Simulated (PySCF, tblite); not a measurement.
**C₇H₁₂N₂: geometry, infrared bands and NMR shifts**

Wanted: the infrared bands and NMR shifts of C₇H₁₂N₂ (`CCc1cc(C)nn1C`), by calculation.

Computed with tblite 0.8.0 and PySCF 2.14.0, with density-fitted response routines of our own, on a single molecule in the gas phase. Atoms count from 0, in the outputs and in this text.

**1. Starting geometry**

21 atoms, charge 0, multiplicity 1; geometry from: force field or distance geometry start.

Bonds of the start (Å): C0–C1 1.52, C1–C2 1.50, C2–C3 1.36, C3–C4 1.40, C4–C5 1.48, C4–N6 1.35, N6–N7 1.34, N7–C8 1.44, N7–C2 1.38, C0–H9 1.10, C0–H10 1.09, C0–H11 1.11, C1–H12 1.08, C1–H13 1.10, C3–H14 1.09, C5–H15 1.08, C5–H16 1.10, C5–H17 1.10, C8–H18 1.10, C8–H19 1.10, C8–H20 1.09.

**2. Optimising the geometry with GFN2-xTB**

What the job is given:

```
{"job": {"kind": "relax", "xc": "GFN2-xTB", "basis": "xTB"}, "charge": 0, "multiplicity": 1}
C     -2.315400    -0.597300     1.170200
C     -1.609700    -1.073800    -0.088300
C     -0.246400    -0.462800    -0.209100
C      0.965800    -0.859600     0.272600
C      1.892400     0.098800    -0.154800
C      3.348700     0.149900     0.080600
N      1.299900     1.056500    -0.891500
N      0.007300     0.703000    -0.899000
C     -0.937400     1.520100    -1.619600
H     -2.476400     0.489300     1.155900
H     -1.758400    -0.840100     2.073400
H     -3.310500    -1.072900     1.252200
H     -2.223200    -0.865700    -0.951700
H     -1.494000    -2.169600    -0.033300
H      1.159800    -1.736500     0.882300
H      3.901000     0.118700    -0.850500
H      3.624700     1.074900     0.613000
H      3.679200    -0.702300     0.694500
H     -0.459100     2.460400    -1.913100
H     -1.782100     1.745300    -0.958200
H     -1.275200     0.980800    -2.501800
```

Started as:

```console
OMP_NUM_THREADS=1 python probes_run.py task.json out
```

The driver reads the jobs from task.json and runs them one after another.

**Question.** This job is followed by: GFN2-xTB harmonic vibrations, gas phase; GIAO PBE0/pcSseg-1 NMR shielding, non-relativistic, gas phase. What will the session give for the following? strongest single infrared mode (GFN2-xTB); zero-point energy (GFN2-xTB); ¹³C shifts against TMS (PBE0/pcSseg-1); ¹H shifts against TMS (PBE0/pcSseg-1, means over atoms taken as alike); ¹⁵N shifts against NH3 (PBE0/pcSseg-1).

The runs gave:

```
                                                              quantity                                            value
                             strongest single infrared mode (GFN2-xTB)                             3033 cm⁻¹, 50 km/mol
                                          zero-point energy (GFN2-xTB)                                   112.5 kcal/mol
                                ¹³C shifts against TMS (PBE0/pcSseg-1)  150.0, 147.6, 110.6, 37.4, 23.3, 18.4, 15.7 ppm
¹H shifts against TMS (PBE0/pcSseg-1, means over atoms taken as alike)                 5.89, 3.87, 2.64, 2.33, 1.14 ppm
                                ¹⁵N shifts against NH3 (PBE0/pcSseg-1)                                 345.3, 219.4 ppm
```

In words: Over 49 steps the energy fell by 0.109 eV; of the close pairs, C2–N7 changed most, 1.378 to 1.353 Å. The lowest mode is imaginary (73i cm⁻¹), so the xTB geometry is not a minimum. GFN2-xTB is a fitted tight-binding method: band positions and strengths are rough. Its intensities can rank the bands wrongly. At PBE0/pcSseg-1: The largest span, 401 ppm, is at N6, where the paramagnetic term is -405 ppm. NICS(1)zz of -28 ppm above the planar ring from C2 marks a diatropic (aromatic) ring current.
